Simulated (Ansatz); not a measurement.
# C2H9GaO2Si: basis-set convergence

How large a basis does C2H9GaO2Si need? Two functionals are run in growing sets.

Program: Ansatz 0.2.0, Gaussian basis. Level of theory: one geometry, several basis sets. These are calculated values, not measurements.

The runs, in order: PBE0-D4/def2-SVP; ωB97M-V/def2-SVP; PBE0-D4/def2-QZVPP; ωB97M-V/def2-QZVPP; the functionals' def2-TZVPP values are taken from earlier runs.

### Step 1. The geometry

The geometry comes from an earlier relaxation with PBE0-D4 in a triple-zeta def2 set; it is a stationary point, not always the lowest conformer.

SMILES `C[O][Ga]([OH])[CH2][SiH3]`, 15 atoms, charge 0, spin multiplicity 1.

Atoms are counted from 1 here; the program's logs count them from 0.

Bond lengths: C1–O2 1.402 Å, C1–H7 1.099 Å, C1–H8 1.098 Å, C1–H9 1.094 Å, O2–Ga3 1.787 Å, Ga3–O4 1.787 Å, Ga3–C5 1.940 Å, O4–H10 0.959 Å, C5–Si6 1.870 Å, C5–H11 1.093 Å, C5–H12 1.093 Å, Si6–H13 1.488 Å, Si6–H14 1.488 Å, Si6–H15 1.488 Å. Angles: O2–C1–H7 112.8°, O2–C1–H8 112.3°, O2–C1–H9 108.8°, H7–C1–H8 107.9°, H7–C1–H9 107.3°, H8–C1–H9 107.5°, C1–O2–Ga3 123.3°, O2–Ga3–O4 117.2°, O2–Ga3–C5 120.7°, O4–Ga3–C5 122.0°, Ga3–O4–H10 114.4°, Ga3–C5–Si6 114.0°, Ga3–C5–H11 108.0°, Ga3–C5–H12 107.8°, Si6–C5–H11 109.2°, Si6–C5–H12 109.2°, H11–C5–H12 108.5°, C5–Si6–H13 110.2° and more.

As a file:

| atom | x (Å) | y (Å) | z (Å) |
| --- | --- | --- | --- |
| C1 | 0.3837 | -2.8638 | 0.0573 |
| O2 | 0.5211 | -1.5564 | 0.5453 |
| Ga3 | 0.4061 | -0.1047 | -0.4897 |
| O4 | 0.0986 | -0.3642 | -2.2312 |
| C5 | 0.5964 | 1.6705 | 0.2681 |
| Si6 | -1.0110 | 2.4238 | 0.8567 |
| H7 | -0.5398 | -3.0078 | -0.5205 |
| H8 | 1.2288 | -3.1620 | -0.5776 |
| H9 | 0.3488 | -3.5540 | 0.9055 |
| H10 | 0.0280 | -1.2859 | -2.4875 |
| H11 | 1.0395 | 2.3173 | -0.4940 |
| H12 | 1.2904 | 1.6016 | 1.1102 |
| H13 | -1.9682 | 2.5433 | -0.2756 |
| H14 | -1.6303 | 1.5638 | 1.9006 |
| H15 | -0.7921 | 3.7784 | 1.4324 |

### Step 2. PBE0-D4 in def2-SVP

The input, in.yaml:

```yaml
crystal:
  periodic: [false, false, false]
  atoms:
    - {symbol: C, position_ang: [0.383704, -2.863774, 0.057295]}
    - {symbol: O, position_ang: [0.521122, -1.556390, 0.545288]}
    - {symbol: Ga, position_ang: [0.406103, -0.104715, -0.489711]}
    - {symbol: O, position_ang: [0.098596, -0.364168, -2.231224]}
    - {symbol: C, position_ang: [0.596357, 1.670549, 0.268118]}
    - {symbol: Si, position_ang: [-1.010964, 2.423775, 0.856682]}
    - {symbol: H, position_ang: [-0.539801, -3.007843, -0.520538]}
    - {symbol: H, position_ang: [1.228781, -3.161953, -0.577567]}
    - {symbol: H, position_ang: [0.348829, -3.554035, 0.905527]}
    - {symbol: H, position_ang: [0.028017, -1.285897, -2.487521]}
    - {symbol: H, position_ang: [1.039537, 2.317323, -0.493982]}
    - {symbol: H, position_ang: [1.290370, 1.601583, 1.110249]}
    - {symbol: H, position_ang: [-1.968225, 2.543278, -0.275599]}
    - {symbol: H, position_ang: [-1.630344, 1.563845, 1.900595]}
    - {symbol: H, position_ang: [-0.792054, 3.778411, 1.432398]}
basis:
  gaussian: {orbitals: def2-SVP}
hamiltonian: {xc: pbe0, dispersion: d4}
output: {orbitals: {seedname: orbitals}}
```

Launch:

```sh
$ ansatz run in.yaml --threads 2 --pin off --events-out ev --progress --plain --max-ram 22528MiB --backend cpu
```

What it wrote:

```text
Functional definition: PBE0
  name "PBE0"
  cite "Adamo & Barone, J. Chem. Phys. 110, 6158 (1999) doi:10.1063/1.478522"
  cite "Perdew, Burke & Ernzerhof, Phys. Rev. Lett. 77, 3865 (1996) doi:10.1103/PhysRevLett.77.3865"
  parent pbe
  parameter a = 0.25
  parameter kappa = 0.804
  parameter beta = 0.06672455060314922
  exchange = (1 - a)*pbe_x(kappa = kappa, mu = beta*pi^2/3) + a*exact_x
  correlation = pbe_c(beta = beta)
1500 factors; integrals over basis functions are off by at most 1.3e-3 eV
mean field evaluation 1: about -66528.1514 eV, gradient 7.9e1 eV
mean field evaluation 2: about -66511.8471 eV, gradient 1.2e2 eV
mean field evaluation 4: about -66540.3596 eV, gradient 5.2e0 eV
mean field evaluation 8: about -66540.5679 eV, gradient 4.2e-1 eV
mean field evaluation 16: about -66540.5682 eV, gradient 1.1e-4 eV
mean field -66540.56815928 eV, -2445.3207770364 hartree, gradient 2.6e-5 eV, S^2 0.000000; 0 other end points of the search recorded, 0 dependent functions left out
reference -66540.56819418 eV, -2445.3207783189 hartree; 41, 41 occupied and 110, 110 virtual orbitals, 1500 factors
Total energy: -66540.85486886 eV, -2445.3313134193 hartree
```

Wall time 3.2 s (2 threads of AMD EPYC 7R13, shared host).

### Step 3. ωB97M-V in def2-SVP

in.yaml, as its differences from that of step 2:

```diff
@@ -20,3 +20,3 @@
   gaussian: {orbitals: def2-SVP}
-hamiltonian: {xc: pbe0, dispersion: d4}
+hamiltonian: {xc: {name: wB97M-V}}
 output: {orbitals: {seedname: orbitals}}
```

Same command.

What it wrote, shortened:

```text
Functional definition: wB97M-V
  name "wB97M-V"
  cite "Mardirossian & Head-Gordon, J. Chem. Phys. 144, 214110 (2016) doi:10.1063/1.4952647"
  cite "Becke, J. Chem. Phys. 107, 8554 (1997) doi:10.1063/1.475007"
  cite "Vydrov & Van Voorhis, J. Chem. Phys. 133, 244103 (2010) doi:10.1063/1.3521275"
  # Of w^i u^j: cxij and so on, Table III.
[...]
  gx(w, u) = 1 - cx + cx01*u + cx10*w
  gss(w, u) = css00 + css04*u^4 + css10*w + css20*w^2 + css43*w^4*u^3
  gos(w, u) = cos00 + cos10*w + (cos20 + cos21*u)*w^2 + (cos60 + cos61*u)*w^6
[...]
      + integral(e_c_pw_mod_opposite_spin*gos(b97_w_opposite, b97_u_opposite)) + vv10(b, c)
1500 factors; integrals over basis functions are off by at most 1.3e-3 eV
434 factors; integrals over basis functions are off by at most 8.3e-6 eV
[...]
mean field -66551.60627122 eV, -2445.7264201684 hartree, gradient 5.1e-5 eV, S^2 0.000000; 0 other end points of the search recorded, 0 dependent functions left out
reference -66551.60632759 eV, -2445.7264222401 hartree; 41, 41 occupied and 110, 110 virtual orbitals, 1500 factors
Total energy: -66551.60632759 eV, -2445.7264222401 hartree
```

It took 12 s on 2 threads of AMD EPYC 7R13, shared host; peak memory 0.64 GiB.

### Step 4. PBE0-D4 in def2-QZVPP

in.yaml, as its differences from that of step 3:

```diff
@@ -19,4 +19,4 @@
 basis:
-  gaussian: {orbitals: def2-SVP}
-hamiltonian: {xc: {name: wB97M-V}}
+  gaussian: {orbitals: "def2-QZVPP.json"}
+hamiltonian: {xc: pbe0, dispersion: d4}
 output: {orbitals: {seedname: orbitals}}
```

Launch:

```sh
$ ansatz run in.yaml --threads 2 --pin off --events-out ev --progress --plain --max-ram 22528MiB --backend cuda --devices 0, --max-vram 18GiB
```

What it wrote:

```text
Functional definition: PBE0
  name "PBE0"
  cite "Adamo & Barone, J. Chem. Phys. 110, 6158 (1999) doi:10.1063/1.478522"
  cite "Perdew, Burke & Ernzerhof, Phys. Rev. Lett. 77, 3865 (1996) doi:10.1103/PhysRevLett.77.3865"
  parent pbe
  parameter a = 0.25
  parameter kappa = 0.804
  parameter beta = 0.06672455060314922
  exchange = (1 - a)*pbe_x(kappa = kappa, mu = beta*pi^2/3) + a*exact_x
  correlation = pbe_c(beta = beta)
2233 factors; their error is unknown
mean field evaluation 1: about -66542.7260 eV, gradient 9.6e1 eV
mean field evaluation 2: about -66518.0130 eV, gradient 1.5e2 eV
mean field evaluation 4: about -66559.1283 eV, gradient 8.1e0 eV
mean field evaluation 8: about -66559.2735 eV, gradient 2.5e-1 eV
mean field evaluation 16: about -66559.4286 eV, gradient 9.0e-5 eV
mean field -66559.42855144 eV, -2446.0138836644 hartree, gradient 2.2e-5 eV, S^2 0.000000; 0 other end points of the search recorded, 0 dependent functions left out
reference -66559.42860442 eV, -2446.0138856112 hartree; 41, 41 occupied and 616, 616 virtual orbitals, 2233 factors
Total energy: -66559.71527910 eV, -2446.0244207116 hartree
```

It took 4.9 s on 1 × H100 (card shared with other runs) with 2 threads of AMD EPYC 7R13, shared host; peak host memory 1.2 GiB.

### Step 5. ωB97M-V in def2-QZVPP

in.yaml, as its differences from that of step 4:

```diff
@@ -20,3 +20,3 @@
   gaussian: {orbitals: "def2-QZVPP.json"}
-hamiltonian: {xc: pbe0, dispersion: d4}
+hamiltonian: {xc: {name: wB97M-V}}
 output: {orbitals: {seedname: orbitals}}
```

The command is unchanged.

What it wrote, shortened:

```text
Functional definition: wB97M-V
  name "wB97M-V"
  cite "Mardirossian & Head-Gordon, J. Chem. Phys. 144, 214110 (2016) doi:10.1063/1.4952647"
  cite "Becke, J. Chem. Phys. 107, 8554 (1997) doi:10.1063/1.475007"
  cite "Vydrov & Van Voorhis, J. Chem. Phys. 133, 244103 (2010) doi:10.1063/1.3521275"
  # Of w^i u^j: cxij and so on, Table III.
[...]
  gx(w, u) = 1 - cx + cx01*u + cx10*w
  gss(w, u) = css00 + css04*u^4 + css10*w + css20*w^2 + css43*w^4*u^3
  gos(w, u) = cos00 + cos10*w + (cos20 + cos21*u)*w^2 + (cos60 + cos61*u)*w^6
[...]
      + integral(e_c_pw_mod_opposite_spin*gos(b97_w_opposite, b97_u_opposite)) + vv10(b, c)
2208 factors; their error is unknown
537 factors; integrals over basis functions are off by at most 7.7e-6 eV
[...]
mean field -66570.65007744 eV, -2446.4262671386 hartree, gradient 1.5e-5 eV, S^2 0.000000; 0 other end points of the search recorded, 0 dependent functions left out
reference -66570.65016244 eV, -2446.4262702624 hartree; 41, 41 occupied and 616, 616 virtual orbitals, 2208 factors
Total energy: -66570.65016244 eV, -2446.4262702624 hartree
```

Run time: 7.5 s. Hardware: 1 × H100 (card shared with other runs) with 2 threads of AMD EPYC 7R13, shared host; peak host memory 1.3 GiB.

### Step 6. Density functionals: the series

The def2-TZVPP values come from earlier runs at the same geometry.

| functional | basis | functions | energy (eV) | from the largest (eV) | HOMO (eV) | LUMO (eV) |
| --- | --- | --- | --- | --- | --- | --- |
| PBE0-D4 | def2-SVP | 151 | -66540.8549 | 18.860 | -7.73 | -0.17 |
| PBE0-D4 | def2-TZVPP | 340 | -66557.8773 | 1.838 | -7.86 | -0.38 |
| PBE0-D4 | def2-QZVPP | 657 | -66559.7153 | 0.000 | -7.90 | -0.59 |
| ωB97M-V | def2-SVP | 151 | -66551.6063 | 19.044 | -10.14 | 1.56 |
| ωB97M-V | def2-TZVPP | 340 | -66568.8877 | 1.763 | -10.29 | 1.26 |
| ωB97M-V | def2-QZVPP | 657 | -66570.6502 | 0.000 | -10.33 | 0.80 |

### Step 7. Outcome

| quantity | value |
| --- | --- |
| PBE0-D4: double and triple zeta above quadruple | 18.86, 1.84 eV |
| ωB97M-V: double and triple zeta above quadruple | 19.04, 1.76 eV |

What this shows: PBE0-D4 gains 17.02 eV from double to triple zeta, then 1.84 eV more. These are total energies; as a rule much of such shifts cancels in differences, which this series doesn't test. The LUMO of ωB97M-V is positive and keeps falling with the basis (1.56 to 0.80 eV): an unbound level that the basis holds in place.
